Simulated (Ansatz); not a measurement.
# Pt: a tetragonal deformation path

The task here is to estimate one member of a computed series from the others.

Computed with Ansatz 0.2.0 (DFT PBEsol, scalar-relativistic, plane waves, PAW, unless a step's input says otherwise).

### The starting structure

It takes space group Im-3m (No. 229, cubic). Conventional cell: a = 3.168 Å, b = 3.168 Å, c = 3.168 Å, α = 90.00°, β = 90.00°, γ = 90.00°. Around Pt (site symmetry m-3m) lie 8 Pt at 2.74 Å.

Coordinates:

```
CELL_PARAMETERS angstrom
-1.58422 1.58422 1.58422
1.58422 -1.58422 1.58422
1.58422 1.58422 -1.58422
ATOMIC_POSITIONS crystal
Pt 0.00000 0.00000 0.00000
```

It goes back to an entry of the Materials Project, which need not be the stable form.

No relaxation comes first: the listed cell is the starting point.

### Zero of energy

The reference gives a free energy of -12383.6868 eV, pressure -10.92 GPa, largest force 0.000 eV/Å and gap on the mesh none (metal). It was computed beforehand with the settings of the runs below.

The first run:

At fixed volume and fractional coordinates, lengths along (0.000, 0.000, 1.000) are scaled against those across it; ρ is that ratio over its starting value.

File input.yaml:

```yaml
crystal:
  lattice:
    - [-1.778316346, 1.778316346, 1.2572696566]
    - [1.778316346, -1.778316346, 1.2572696566]
    - [1.778316346, 1.778316346, -1.2572696566]
  atoms:
    - { symbol: Pt, position: [0.0, 0.0, 0.0] }
basis:
  ecutwfc: 420
kpoints:
  mp_grid: { grid: [24, 24, 24] }
hamiltonian:
  xc: pbesol
scf:
  occupations: { method: gaussian, width: 0.15 }
output:
  forces: true
  stress: true
  eigenvalues: true
```

Launch:

```bash
> ansatz run input.yaml --threads 1 --pin off --max-ram 2560MiB --backend cpu --events-out ev --progress --plain --runs-dir out
```

Steps of the session up to this table: Point ρ = 0.707; ρ = 1.414; Point ρ = 0.850; Point ρ = 1.200; At ρ = 0.780; ρ = 1.300; At ρ = 0.920; At ρ = 1.100; ρ = 0.650; ρ = 1.500; Point ρ = 0.960; ρ = 1.050.

One of the session's tables, all rows but one given; the rest of the session is left out.

It belongs to the step «The scan collected». Collected from the runs (energy zero: the undisturbed cell):

```
    ρ  ΔE (meV/atom)  pressure (GPa)
0.650          453.6            13.5
0.707           69.0            -1.4
0.780          -96.0           -10.0
0.850          -77.3           -11.8
0.920          -22.5           -11.3
0.960           -5.4           -11.0
1.000            0.0           -10.9
1.050           -6.8           -11.1
1.100          -22.2           -11.4
1.200              ?               ?
1.300          -88.6           -13.3
1.414         -104.4           -13.8
1.500          -93.4           -13.4
```

Estimate the missing values for ρ = 1.200.

Worked estimate for «ΔE (meV/atom)». A straight line through the neighbours (1.100, -22.2) and (1.300, -88.6) gives -22.2 + (-88.6 + 22.2) × (1.200 − 1.100) / (1.300 − 1.100) = -55.4; a parabola fitted to 4 rows on both sides gives -60.7.

**Answer.** ΔE (meV/atom): -58.2; pressure (GPa): -12.3. In «ΔE (meV/atom)» the line misses by +2.8 and the parabola by -2.5.
